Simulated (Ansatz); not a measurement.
**C2H10BNSi: two geometries relaxed**

Aim: relax the geometries before and after the shift of H8 from C1 to B3, and see whether they are two minima and how far apart in energy. SMILES of the start: CCBN[SiH3].

Program: Ansatz 0.2.0. Level of theory: RKS PBE0/6-31G. These are calculated values, not measurements.

## (1) The system as given

Bond lengths: C1–C2 1.468 Å, C2–B3 1.575 Å, B3–N4 1.605 Å, N4–Si5 1.794 Å, C1–H6 1.123 Å, C1–H7 1.095 Å, C1–H8 1.175 Å, C2–H9 1.082 Å, C2–H10 1.108 Å, B3–H11 1.213 Å, N4–H12 1.024 Å, Si5–H13 1.462 Å, Si5–H14 1.506 Å, Si5–H15 1.465 Å. Angles (14 of 24 angles, heavy atoms first): C1–C2–B3 110.1°, C2–B3–N4 122.5°, B3–N4–Si5 103.6°, C1–C2–H9 110.9°, C1–C2–H10 108.3°, B3–C2–H9 108.3°, B3–C2–H10 108.2°, C2–C1–H6 112.2°, C2–C1–H7 113.8°, C2–C1–H8 109.0°, C2–B3–H11 120.3°, N4–B3–H11 117.1°, B3–N4–H12 105.2°, Si5–N4–H12 105.1°.

Structure file:

```xyz
15

C    -1.7017   -1.0664   -0.5181
C    -0.2724   -1.3155   -0.7402
B     0.5781   -0.6457    0.4034
N     1.7328    0.4283    0.1029
Si    1.1011    1.9423    0.8292
H    -2.3386   -1.4800   -1.3448
H    -2.0692   -1.4333    0.4458
H    -1.8993    0.0911   -0.5585
H     0.0479   -0.9032   -1.6878
H    -0.0995   -2.4089   -0.7042
H     0.4293   -0.9887    1.5577
H     1.6992    0.5833   -0.9089
H     2.0102    3.0455    0.5206
H     0.9811    1.8037    2.3240
H    -0.2209    2.2967    0.3081
```

## (2) End point A

File input.yaml:

```yaml
crystal:
  periodic: [false, false, false]
  atoms:
    - { symbol: C, position_ang: [-1.7017, -1.0664, -0.5181] }
    - { symbol: C, position_ang: [-0.2724, -1.3155, -0.7402] }
    - { symbol: B, position_ang: [0.5781, -0.6457, 0.4034] }
    - { symbol: "N", position_ang: [1.7328, 0.4283, 0.1029] }
    - { symbol: Si, position_ang: [1.1011, 1.9423, 0.8292] }
    - { symbol: H, position_ang: [-2.3386, -1.48, -1.3448] }
    - { symbol: H, position_ang: [-2.0692, -1.4333, 0.4458] }
    - { symbol: H, position_ang: [-1.8993, 0.0911, -0.5585] }
    - { symbol: H, position_ang: [0.0479, -0.9032, -1.6878] }
    - { symbol: H, position_ang: [-0.0995, -2.4089, -0.7042] }
    - { symbol: H, position_ang: [0.4293, -0.9887, 1.5577] }
    - { symbol: H, position_ang: [1.6992, 0.5833, -0.9089] }
    - { symbol: H, position_ang: [2.0102, 3.0455, 0.5206] }
    - { symbol: H, position_ang: [0.9811, 1.8037, 2.324] }
    - { symbol: H, position_ang: [-0.2209, 2.2967, 0.3081] }
basis:
  gaussian: { orbitals: "6-31G" }
hamiltonian:
  xc: pbe0
relax:
  f_tol: 0.02
  max_steps: 50
output:
  orbitals: {}
```

Launch:

```
> ansatz run input.yaml --threads 1 --pin off --max-ram 2048MiB --backend cpu --events-out ev --progress --plain --runs-dir out
```

What it wrote (excerpt; [...] marks lines left out):

```text
Warning: RAYON_NUM_THREADS=1 ignored (pool sized by the plan → 1); use --threads N
[...]
Functional definition: PBE0
[...]
1037 factors; integrals over basis functions are off by at most 1.9e-4 eV
[...]
mean field -12269.59577148 eV, -450.8993279711 hartree, gradient 5.4e-5 eV, S^2 0.000000; 0 other end points of the search recorded, 0 dependent functions left out
[...]
reference -12269.59579659 eV, -450.8993288941 hartree; 24, 24 occupied and 45, 45 virtual orbitals, 1037 factors
relax step   1: F+E_penalty+E_count = -12269.59577148 eV  Δ(F+E_penalty+E_count) = +0.000e0 eV  max|allowed force component| = 3.706e0 eV/Å  Δτ_max = 0.0000 Å  (23 SCF iters, accepted)
[...]
relax step   4: F+E_penalty+E_count = -12270.86710582 eV  Δ(F+E_penalty+E_count) = -1.657e-1 eV  max|allowed force component| = 7.798e-1 eV/Å  Δτ_max = 0.2000 Å  (25 SCF iters, accepted)
[...]
relax step   7: F+E_penalty+E_count = -12271.09001683 eV  Δ(F+E_penalty+E_count) = -4.780e-2 eV  max|allowed force component| = 2.669e-1 eV/Å  Δτ_max = 0.1999 Å  (25 SCF iters, accepted)
[...]
relax step  10: F+E_penalty+E_count = -12271.11787039 eV  Δ(F+E_penalty+E_count) = +2.117e-3 eV  max|allowed force component| = 2.936e-1 eV/Å  Δτ_max = 0.0970 Å  (23 SCF iters, rejected (line search))
[...]
relax step  13: F+E_penalty+E_count = -12271.13125714 eV  Δ(F+E_penalty+E_count) = -2.220e-3 eV  max|allowed force component| = 1.324e-1 eV/Å  Δτ_max = 0.1475 Å  (25 SCF iters, accepted)
[...]
relax step  14: F+E_penalty+E_count = -12271.13365267 eV  Δ(F+E_penalty+E_count) = -2.396e-3 eV  max|allowed force component| = 5.164e-2 eV/Å  Δτ_max = 0.0150 Å  (23 SCF iters, accepted)
[...]
relax step  15: F+E_penalty+E_count = -12271.13572545 eV  Δ(F+E_penalty+E_count) = -2.073e-3 eV  max|allowed force component| = 3.221e-2 eV/Å  Δτ_max = 0.0574 Å  (23 SCF iters, accepted)
[...]
1037 factors; integrals over basis functions are off by at most 1.9e-4 eV
```

## (3) The output, continued: end point A relaxed

The log, continued:

```text
mean field -12271.13676085 eV, -450.9559582861 hartree, gradient 4.0e-5 eV, S^2 0.000000; 0 other end points of the search recorded, 0 dependent functions left out
the calculation of the forces begins
reference -12271.13678740 eV, -450.9559592619 hartree; 24, 24 occupied and 45, 45 virtual orbitals, 1037 factors
relax step  16: F+E_penalty+E_count = -12271.13676085 eV  Δ(F+E_penalty+E_count) = -1.035e-3 eV  max|allowed force component| = 8.944e-2 eV/Å  Δτ_max = 0.1375 Å  (22 SCF iters, accepted)
these checks for a lower state are left out or cut short: starts, cluster_reference, orbital_swaps, neighbouring_geometries, increment
1037 factors; integrals over basis functions are off by at most 1.9e-4 eV
mean field -12271.13765031 eV, -450.9559909731 hartree, gradient 2.5e-5 eV, S^2 0.000000; 0 other end points of the search recorded, 0 dependent functions left out
the calculation of the forces begins
reference -12271.13767687 eV, -450.9559919490 hartree; 24, 24 occupied and 45, 45 virtual orbitals, 1037 factors
relax step  17: F+E_penalty+E_count = -12271.13765031 eV  Δ(F+E_penalty+E_count) = -8.895e-4 eV  max|allowed force component| = 5.041e-2 eV/Å  Δτ_max = 0.0184 Å  (24 SCF iters, accepted)
these checks for a lower state are left out or cut short: starts, cluster_reference, orbital_swaps, neighbouring_geometries, increment
1037 factors; integrals over basis functions are off by at most 1.9e-4 eV
mean field -12271.13886125 eV, -450.9560354743 hartree, gradient 2.5e-5 eV, S^2 0.000000; 0 other end points of the search recorded, 0 dependent functions left out
the calculation of the forces begins
reference -12271.13888787 eV, -450.9560364527 hartree; 24, 24 occupied and 45, 45 virtual orbitals, 1037 factors
relax step  18: F+E_penalty+E_count = -12271.13886125 eV  Δ(F+E_penalty+E_count) = -1.211e-3 eV  max|allowed force component| = 4.166e-2 eV/Å  Δτ_max = 0.0348 Å  (24 SCF iters, accepted)
these checks for a lower state are left out or cut short: starts, cluster_reference, orbital_swaps, neighbouring_geometries, increment
1037 factors; integrals over basis functions are off by at most 1.9e-4 eV
mean field -12271.13952623 eV, -450.9560599119 hartree, gradient 2.6e-5 eV, S^2 0.000000; 0 other end points of the search recorded, 0 dependent functions left out
the calculation of the forces begins
reference -12271.13955297 eV, -450.9560608944 hartree; 24, 24 occupied and 45, 45 virtual orbitals, 1037 factors
relax step  19: F+E_penalty+E_count = -12271.13952623 eV  Δ(F+E_penalty+E_count) = -6.650e-4 eV  max|allowed force component| = 2.860e-2 eV/Å  Δτ_max = 0.0663 Å  (22 SCF iters, accepted)
these checks for a lower state are left out or cut short: starts, cluster_reference, orbital_swaps, neighbouring_geometries, increment
1037 factors; integrals over basis functions are off by at most 1.9e-4 eV
mean field -12271.13979461 eV, -450.9560697745 hartree, gradient 2.9e-5 eV, S^2 0.000000; 0 other end points of the search recorded, 0 dependent functions left out
the calculation of the forces begins
reference -12271.13982139 eV, -450.9560707589 hartree; 24, 24 occupied and 45, 45 virtual orbitals, 1037 factors
relax step  20: F+E_penalty+E_count = -12271.13979461 eV  Δ(F+E_penalty+E_count) = -2.684e-4 eV  max|allowed force component| = 7.199e-2 eV/Å  Δτ_max = 0.0830 Å  (22 SCF iters, accepted)
these checks for a lower state are left out or cut short: starts, cluster_reference, orbital_swaps, neighbouring_geometries, increment
1037 factors; integrals over basis functions are off by at most 1.9e-4 eV
mean field -12271.14022434 eV, -450.9560855668 hartree, gradient 1.1e-5 eV, S^2 0.000000; 0 other end points of the search recorded, 0 dependent functions left out
the calculation of the forces begins
reference -12271.14025113 eV, -450.9560865512 hartree; 24, 24 occupied and 45, 45 virtual orbitals, 1037 factors
relax step  21: F+E_penalty+E_count = -12271.14022434 eV  Δ(F+E_penalty+E_count) = -4.297e-4 eV  max|allowed force component| = 3.354e-2 eV/Å  Δτ_max = 0.0052 Å  (21 SCF iters, accepted)
these checks for a lower state are left out or cut short: starts, cluster_reference, orbital_swaps, neighbouring_geometries, increment
1037 factors; integrals over basis functions are off by at most 1.9e-4 eV
mean field evaluation 128: about -12271.1423 eV, gradient 4.5e-1 eV
mean field -12271.14045939 eV, -450.9560942050 hartree, gradient 2.6e-5 eV, S^2 0.000000; 0 other end points of the search recorded, 0 dependent functions left out
the calculation of the forces begins
reference -12271.14048618 eV, -450.9560951893 hartree; 24, 24 occupied and 45, 45 virtual orbitals, 1037 factors
relax step  22: F+E_penalty+E_count = -12271.14045939 eV  Δ(F+E_penalty+E_count) = -2.351e-4 eV  max|allowed force component| = 1.911e-2 eV/Å  Δτ_max = 0.0181 Å  (24 SCF iters, accepted)
these checks for a lower state are left out or cut short: starts, cluster_reference, orbital_swaps, neighbouring_geometries, increment
1037 factors; integrals over basis functions are off by at most 1.9e-4 eV
mean field -12271.14063345 eV, -450.9561006015 hartree, gradient 2.6e-5 eV, S^2 0.000000; 0 other end points of the search recorded, 0 dependent functions left out
the calculation of the forces begins
reference -12271.14066022 eV, -450.9561015851 hartree; 24, 24 occupied and 45, 45 virtual orbitals, 1037 factors
relax step  23: F+E_penalty+E_count = -12271.14063345 eV  Δ(F+E_penalty+E_count) = -1.741e-4 eV  max|allowed force component| = 9.793e-3 eV/Å  Δτ_max = 0.0323 Å  (23 SCF iters, accepted)
these checks for a lower state are left out or cut short: starts, cluster_reference, orbital_swaps, neighbouring_geometries, increment
1037 factors; integrals over basis functions are off by at most 1.9e-4 eV
mean field -12271.14058141 eV, -450.9560986889 hartree, gradient 2.9e-5 eV, S^2 0.000000; 0 other end points of the search recorded, 0 dependent functions left out
the calculation of the forces begins
reference -12271.14060807 eV, -450.9560996687 hartree; 24, 24 occupied and 45, 45 virtual orbitals, 1037 factors
relax step  24: F+E_penalty+E_count = -12271.14058141 eV  Δ(F+E_penalty+E_count) = +5.204e-5 eV  max|allowed force component| = 4.250e-2 eV/Å  Δτ_max = 0.0764 Å  (22 SCF iters, rejected (line search))
these checks for a lower state are left out or cut short: starts, cluster_reference, orbital_swaps, neighbouring_geometries, increment
1037 factors; integrals over basis functions are off by at most 1.9e-4 eV
mean field -12271.14075625 eV, -450.9561051144 hartree, gradient 2.6e-5 eV, S^2 0.000000; 0 other end points of the search recorded, 0 dependent functions left out
the calculation of the forces begins
reference -12271.14078298 eV, -450.9561060964 hartree; 24, 24 occupied and 45, 45 virtual orbitals, 1037 factors
relax step  25: F+E_penalty+E_count = -12271.14075625 eV  Δ(F+E_penalty+E_count) = -1.228e-4 eV  max|allowed force component| = 1.209e-2 eV/Å  Δτ_max = 0.0378 Å  (23 SCF iters, accepted)
these checks for a lower state are left out or cut short: starts, cluster_reference, orbital_swaps, neighbouring_geometries, increment
1037 factors; integrals over basis functions are off by at most 1.9e-4 eV
mean field -12271.14075451 eV, -450.9561050502 hartree, gradient 2.6e-5 eV, S^2 0.000000; 0 other end points of the search recorded, 0 dependent functions left out
the calculation of the forces begins
reference -12271.14078116 eV, -450.9561060295 hartree; 24, 24 occupied and 45, 45 virtual orbitals, 1037 factors
relax step  26: F+E_penalty+E_count = -12271.14075451 eV  Δ(F+E_penalty+E_count) = +1.749e-6 eV  max|allowed force component| = 2.186e-2 eV/Å  Δτ_max = 0.0428 Å  (23 SCF iters, rejected (line search))
these checks for a lower state are left out or cut short: starts, cluster_reference, orbital_swaps, neighbouring_geometries, increment
1037 factors; integrals over basis functions are off by at most 1.9e-4 eV
mean field -12271.14081472 eV, -450.9561072630 hartree, gradient 2.6e-5 eV, S^2 0.000000; 0 other end points of the search recorded, 0 dependent functions left out
the calculation of the forces begins
reference -12271.14084140 eV, -450.9561082436 hartree; 24, 24 occupied and 45, 45 virtual orbitals, 1037 factors
relax step  27: F+E_penalty+E_count = -12271.14081472 eV  Δ(F+E_penalty+E_count) = -5.847e-5 eV  max|allowed force component| = 6.411e-3 eV/Å  Δτ_max = 0.0214 Å  (24 SCF iters, accepted)
1037 factors; integrals over basis functions are off by at most 1.9e-4 eV
mean field evaluation 160: about -12263.7202 eV, gradient 5.8e1 eV
mean field -12271.14081472 eV, -450.9561072630 hartree, gradient 2.6e-5 eV, S^2 0.000000; 1 other end points of the search recorded, 0 dependent functions left out
the calculation of the forces begins
reference -12271.14084140 eV, -450.9561082436 hartree; 24, 24 occupied and 45, 45 virtual orbitals, 1037 factors
Total energy: -12271.14084140 eV, -450.9561082436 hartree
Atom 0 at    -1.803440    -1.663150    -0.666201 Å, force     0.000664     0.002271     0.001824 eV/Å
Atom 1 at    -0.325451    -1.259772    -0.809318 Å, force     0.001470    -0.001657    -0.002008 eV/Å
Atom 2 at     0.140103    -0.207955     0.270549 Å, force    -0.000432     0.001796    -0.000700 eV/Å
Atom 3 at     0.890021     0.940813    -0.066896 Å, force    -0.000761    -0.002944    -0.004577 eV/Å
Atom 4 at     1.495769     2.186892     1.082584 Å, force     0.001891     0.004868     0.003884 eV/Å
Atom 5 at    -2.083763    -2.442580    -1.384096 Å, force     0.000132     0.000309    -0.000245 eV/Å
Atom 6 at    -2.008487    -2.044647     0.340638 Å, force     0.000833     0.000811    -0.002240 eV/Å
Atom 7 at    -2.467356    -0.806676    -0.832731 Å, force     0.001039    -0.002220     0.000793 eV/Å
Atom 8 at    -0.129847    -0.906428    -1.833831 Å, force    -0.001306    -0.001669     0.002756 eV/Å
Atom 9 at     0.297247    -2.161836    -0.679697 Å, force    -0.001682     0.002825    -0.000280 eV/Å
Atom 10 at    -0.130660    -0.374340     1.432553 Å, force     0.000323     0.000377     0.000250 eV/Å
Atom 11 at     1.109593     1.080949    -1.048339 Å, force    -0.000697     0.000140     0.004384 eV/Å
Atom 12 at     2.998765     2.275021     1.033932 Å, force    -0.005653    -0.000717     0.001561 eV/Å
Atom 13 at     1.049713     1.787161     2.453952 Å, force     0.002212     0.000935    -0.006411 eV/Å
Atom 14 at     0.945892     3.545746     0.736101 Å, force     0.001968    -0.005125     0.001010 eV/Å
Dipole moment:     0.145242     0.165753    -0.169116 e Å
```

Wall time 2.1 min (1 thread of Arm Neoverse V1, shared host); peak memory 0.17 GiB.

Relaxation path:

| step | energy from step 1 (eV) | largest force component (eV/Å) |
| --- | --- | --- |
| 1 | 0.0000 | 3.7055 |
| 2 | -0.7804 | 2.5253 |
| 3 | -1.1056 | 1.3972 |
| 4 | -1.2713 | 0.7798 |
| 5 | -1.3744 | 0.2747 |
| 6 | -1.4464 | 0.1927 |
| 7 | -1.4942 | 0.2669 |
| 8 | -1.5118 | 0.3819 |
| 9 | -1.5242 | 0.1262 |
| 10x | -1.5221 | 0.2936 |
| 11 | -1.5287 | 0.0863 |
| 12 | -1.5333 | 0.0903 |
| 13 | -1.5355 | 0.1324 |
| 14 | -1.5379 | 0.0516 |
| 15 | -1.5400 | 0.0322 |
| 16 | -1.5410 | 0.0894 |
| 17 | -1.5419 | 0.0504 |
| 18 | -1.5431 | 0.0417 |
| 19 | -1.5438 | 0.0286 |
| 20 | -1.5440 | 0.0720 |
| 21 | -1.5445 | 0.0335 |
| 22 | -1.5447 | 0.0191 |
| 23 | -1.5449 | 0.0098 |
| 24x | -1.5448 | 0.0425 |
| 25 | -1.5450 | 0.0121 |
| 26x | -1.5450 | 0.0219 |
| 27 | -1.5450 | 0.0064 |

Step 1 is the start. 3 steps were tried and not accepted (marked x).

After: Bond lengths: C1–C2 1.539 Å, C2–B3 1.578 Å, B3–N4 1.413 Å, N4–Si5 1.800 Å, C1–H6 1.096 Å, C1–H7 1.096 Å, C1–H8 1.096 Å, C2–H9 1.101 Å, C2–H10 1.104 Å, B3–H11 1.205 Å, N4–H12 1.015 Å, Si5–H13 1.506 Å, Si5–H14 1.496 Å, Si5–H15 1.506 Å. Angles (14 of 24 angles, heavy atoms first): C1–C2–B3 113.2°, C2–B3–N4 122.4°, B3–N4–Si5 126.1°, C1–C2–H9 110.0°, C1–C2–H10 108.5°, B3–C2–H9 111.7°, B3–C2–H10 107.3°, C2–C1–H6 111.8°, C2–C1–H7 110.9°, C2–C1–H8 111.3°, C2–B3–H11 120.1°, N4–B3–H11 117.5°, B3–N4–H12 117.2°, Si5–N4–H12 116.7°.

## (4) End point B

The second end starts from a geometry with the move made by hand.

Changes to input.yaml since step 2:

```diff
@@ -10,3 +10,3 @@
     - { symbol: H, position_ang: [-2.0692, -1.4333, 0.4458] }
-    - { symbol: H, position_ang: [-1.8993, 0.0911, -0.5585] }
+    - { symbol: H, position_ang: [-0.34492, -0.14811, -0.11557] }
     - { symbol: H, position_ang: [0.0479, -0.9032, -1.6878] }
```

Launch:

```
> ansatz run input.yaml --threads 1 --pin off --max-ram 2048MiB --backend cpu --events-out ev --progress --plain --runs-dir out
```

What it wrote (excerpt; [...] marks lines left out):

```text
Warning: RAYON_NUM_THREADS=1 ignored (pool sized by the plan → 1); use --threads N
[...]
Functional definition: PBE0
[...]
1036 factors; integrals over basis functions are off by at most 1.9e-4 eV
[...]
mean field -12263.13992073 eV, -450.6620798320 hartree, gradient 1.4e-5 eV, S^2 0.000000; 0 other end points of the search recorded, 0 dependent functions left out
[...]
reference -12263.13994614 eV, -450.6620807659 hartree; 24, 24 occupied and 45, 45 virtual orbitals, 1036 factors
relax step   1: F+E_penalty+E_count = -12263.13992073 eV  Δ(F+E_penalty+E_count) = +0.000e0 eV  max|allowed force component| = 5.607e0 eV/Å  Δτ_max = 0.0000 Å  (28 SCF iters, accepted)
[...]
relax step   6: F+E_penalty+E_count = -12270.32890642 eV  Δ(F+E_penalty+E_count) = -5.094e-1 eV  max|allowed force component| = 1.328e0 eV/Å  Δτ_max = 0.1950 Å  (23 SCF iters, accepted)
[...]
relax step  11: F+E_penalty+E_count = -12271.01300508 eV  Δ(F+E_penalty+E_count) = -6.768e-2 eV  max|allowed force component| = 3.114e-1 eV/Å  Δτ_max = 0.1953 Å  (22 SCF iters, accepted)
[...]
relax step  16: F+E_penalty+E_count = -12271.12700153 eV  Δ(F+E_penalty+E_count) = -3.784e-3 eV  max|allowed force component| = 7.883e-2 eV/Å  Δτ_max = 0.0682 Å  (23 SCF iters, accepted)
[...]
relax step  21: F+E_penalty+E_count = -12271.13655514 eV  Δ(F+E_penalty+E_count) = -6.098e-4 eV  max|allowed force component| = 1.119e-1 eV/Å  Δτ_max = 0.0906 Å  (23 SCF iters, accepted)
relax step  22: F+E_penalty+E_count = -12271.13783122 eV  Δ(F+E_penalty+E_count) = -1.276e-3 eV  max|allowed force component| = 5.260e-2 eV/Å  Δτ_max = 0.0392 Å  (21 SCF iters, accepted)
relax step  23: F+E_penalty+E_count = -12271.13846458 eV  Δ(F+E_penalty+E_count) = -6.334e-4 eV  max|allowed force component| = 2.603e-2 eV/Å  Δτ_max = 0.0138 Å  (22 SCF iters, accepted)
```

## (5) More of the same log: end point B relaxed

The log, continued (excerpt; [...] marks lines left out):

```text
relax step  24: F+E_penalty+E_count = -12271.13913161 eV  Δ(F+E_penalty+E_count) = -6.670e-4 eV  max|allowed force component| = 1.523e-2 eV/Å  Δτ_max = 0.0461 Å  (22 SCF iters, accepted)
[...]
relax step  29: F+E_penalty+E_count = -12271.14072213 eV  Δ(F+E_penalty+E_count) = -7.983e-5 eV  max|allowed force component| = 2.444e-2 eV/Å  Δτ_max = 0.0146 Å  (21 SCF iters, accepted)
[...]
relax step  30: F+E_penalty+E_count = -12271.14080257 eV  Δ(F+E_penalty+E_count) = -8.044e-5 eV  max|allowed force component| = 7.934e-3 eV/Å  Δτ_max = 0.0038 Å  (21 SCF iters, accepted)
1036 factors; integrals over basis functions are off by at most 2.0e-4 eV
[...]
mean field -12271.14080257 eV, -450.9561068165 hartree, gradient 2.4e-5 eV, S^2 0.000000; 1 other end points of the search recorded, 0 dependent functions left out
[...]
Atom 5 at    -1.948361    -2.483973    -1.364710 Å, force     0.000493     0.000718    -0.000086 eV/Å
Atom 6 at    -1.869083    -2.099959     0.362934 Å, force    -0.000121    -0.001353     0.001054 eV/Å
Atom 7 at    -2.365433    -0.862698    -0.795293 Å, force    -0.000864     0.001089     0.000303 eV/Å
Atom 8 at    -0.034540    -0.897116    -1.813594 Å, force     0.000614    -0.000047    -0.000352 eV/Å
Atom 9 at     0.430697    -2.154452    -0.677319 Å, force    -0.000674    -0.000395     0.000818 eV/Å
Atom 10 at    -0.033222    -0.391828     1.456294 Å, force     0.000609     0.001072    -0.002782 eV/Å
Atom 11 at     1.204740     1.085975    -1.012518 Å, force    -0.001989     0.000572     0.003358 eV/Å
Atom 12 at     3.082219     2.281265     1.073909 Å, force    -0.002290     0.003152     0.002069 eV/Å
Atom 13 at     1.140842     1.764336     2.494147 Å, force     0.001963     0.001349    -0.000033 eV/Å
Atom 14 at     1.016274     3.536391     0.792466 Å, force     0.004278     0.002129     0.000882 eV/Å
Dipole moment:     0.146623     0.168556    -0.167750 e Å
```

Wall time 2.4 min (1 thread of Arm Neoverse V1, shared host); peak memory 0.17 GiB.

Step by step, one in 2:

| step | energy from step 1 (eV) | largest force component (eV/Å) |
| --- | --- | --- |
| 1 | 0.0000 | 5.6071 |
| 3 | -4.1222 | 5.0897 |
| 5 | -6.6796 | 2.4426 |
| 7 | -7.4464 | 0.6118 |
| 9 | -7.6980 | 0.6681 |
| 11 | -7.8731 | 0.3114 |
| 13 | -7.9571 | 0.3016 |
| 15 | -7.9833 | 0.1901 |
| 17 | -7.9899 | 0.0634 |
| 19 | -7.9941 | 0.1683 |
| 21 | -7.9966 | 0.1119 |
| 23 | -7.9985 | 0.0260 |
| 25 | -7.9994 | 0.1039 |
| 27 | -8.0004 | 0.0178 |
| 29 | -8.0008 | 0.0244 |
| 30 | -8.0009 | 0.0079 |

Step 1 is the start.

After: Bond lengths: C1–C2 1.538 Å, C2–B3 1.578 Å, B3–N4 1.413 Å, N4–Si5 1.800 Å, C1–H6 1.096 Å, C1–H7 1.096 Å, C1–H8 1.096 Å, C2–H9 1.101 Å, C2–H10 1.104 Å, B3–H11 1.205 Å, N4–H12 1.015 Å, Si5–H13 1.506 Å, Si5–H14 1.496 Å, Si5–H15 1.506 Å. Angles (14 of 24 angles, heavy atoms first): C1–C2–B3 113.4°, C2–B3–N4 122.3°, B3–N4–Si5 126.1°, C1–C2–H9 110.0°, C1–C2–H10 108.5°, B3–C2–H9 111.7°, B3–C2–H10 107.2°, C2–C1–H6 111.8°, C2–C1–H7 110.9°, C2–C1–H8 111.3°, C2–B3–H11 120.1°, N4–B3–H11 117.5°, B3–N4–H12 117.2°, Si5–N4–H12 116.7°.

Pairs that crossed the distance rule for bonds on the way: came closer C1–H8; moved apart B3–H8.

## (6) Summary of results

| quantity | value |
| --- | --- |
| end A | 23 moves, 1.545 eV lower |
| end B | 29 moves, 8.001 eV lower |
| largest difference between the ends | 0.02 Å |
| end B relative to end A | +0.000 eV |

**Reading.** The two relaxations end at one structure, within 0.02 Å: no second minimum was found from this start, which doesn't rule one out. In so small a basis the energies are only a sketch.
